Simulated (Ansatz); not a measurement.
Working through an equation of state with a fit of PtSe₂, space group P-3m1

With Ansatz's Python interface.

Run as a notebook:

**Cell 1**
```python
from dataclasses import dataclass

import ansatz as az
import numpy as np
from pymatgen.analysis.eos import EOS
```

**Cell 2**
```python
@dataclass(frozen=True)
class RunConfig:
    functional: str = "r2scan"
    cutoff_ev: int = 500
    width_ev: float = 0.15
    n_empty: int = 8
    kgrid: tuple[int, ...] = (9, 9, 6)
```

**Cell 3**
```python
settings = RunConfig()

VECTORS = np.array([
    [3.724, 0.0, 0.0],
    [-1.862, 3.22508, 0.0],
    [0.0, 0.0, 5.062],
])
SITES = [
    ("Pt", (0.0, 0.0, 0.0)),
    ("Se", (1 / 3, 2 / 3, 0.25)),
    ("Se", (2 / 3, 1 / 3, 0.75)),
]
```

**Cell 4**
```python
def make_crystal(cell):
    crystal = az.Crystal(lattice=az.Lattice.of(cell))
    for symbol, position in SITES:
        crystal = crystal.atom(symbol, position)
    return crystal
```

**Cell 5**
```python
# uniform scaling of the cell
volumes, energies = [], []
for scale in np.linspace(0.88, 1.12, 7):
    cell = VECTORS * scale ** (1 / 3)
    calculation = make_crystal(cell).calculation()
    calculation = calculation.functional(settings.functional)
    calculation = calculation.basis(settings.cutoff_ev)
    calculation = calculation.accuracy("low")
    calculation = calculation.occupations(az.OccupationsMethod.FERMI_DIRAC, width=settings.width_ev)
    calculation = calculation.initial_density(normalization="atom")
    calculation = calculation.scf(extra_bands=settings.n_empty, self_checks="high").kpoints(*settings.kgrid)
    summary = calculation.run().report
    volumes.append(abs(np.linalg.det(cell)) / len(SITES))
    energies.append(summary["free_energy_ev"] / len(SITES))
    print(f"V = {volumes[-1]:8.4f} A^3/atom  F = {energies[-1]:.5f} eV/atom")
```
Output:
```text
V =  17.8334 A^3/atom  F = -7831.20981 eV/atom
V =  18.6440 A^3/atom  F = -7831.33428 eV/atom
V =  19.4546 A^3/atom  F = -7831.41220 eV/atom
V =  20.2652 A^3/atom  F = -7831.45304 eV/atom
V =  21.0758 A^3/atom  F = -7831.46431 eV/atom
V =  21.8864 A^3/atom  F = -7831.45201 eV/atom
V =  22.6970 A^3/atom  F = -7831.42096 eV/atom
```

**Cell 6**
```python
for form in ["birch_murnaghan", "pourier_tarantola", "vinet"]:
    fit = EOS(eos_name=form).fit(volumes, energies)
    print(f"{form:18s} V0 {fit.v0:8.4f} A^3/atom  B0 {fit.b0_GPa:7.1f} GPa  B1 {fit.b1:5.2f}")
```
Output:
```text
birch_murnaghan    V0  21.0289 A^3/atom  B0   121.9 GPa  B1  4.83
pourier_tarantola  V0  21.0227 A^3/atom  B0   122.3 GPa  B1  5.13
vinet              V0  21.0267 A^3/atom  B0   122.0 GPa  B1  4.94
```

A third-order Birch-Murnaghan fit through the 7 points has its minimum at 21.03 Å³ an atom, 3.8 % above the typed cell, with a bulk modulus of 122 GPa and dB/dP = 4.8. From that minimum the energy rises by 254.5 meV an atom on the compressed side and 43.4 meV on the expanded side.

Notes:
- The settings weren't tested for convergence.
- Shape and fractional positions are held along the curve, so the bulk modulus is an upper value where they are free to relax, by a factor of two or more in layered or hydrogen-bonded cells.
- The smearing is wide enough that free energy and stress hold a thermal part of the electrons.
- Of the deposited cell: the entry's cell lengths or inner coordinates differ somewhat from later room-temperature determinations.
- Spin-orbit coupling, which matters for elements this heavy, is left out.
- The starting cell is as deposited in a crystallographic database; the results hold for this polymorph, which needn't be the stable one.
- Finished in 110 s on 1 thread of Arm Neoverse V2, on a shared host, peak memory 0.62 GiB.
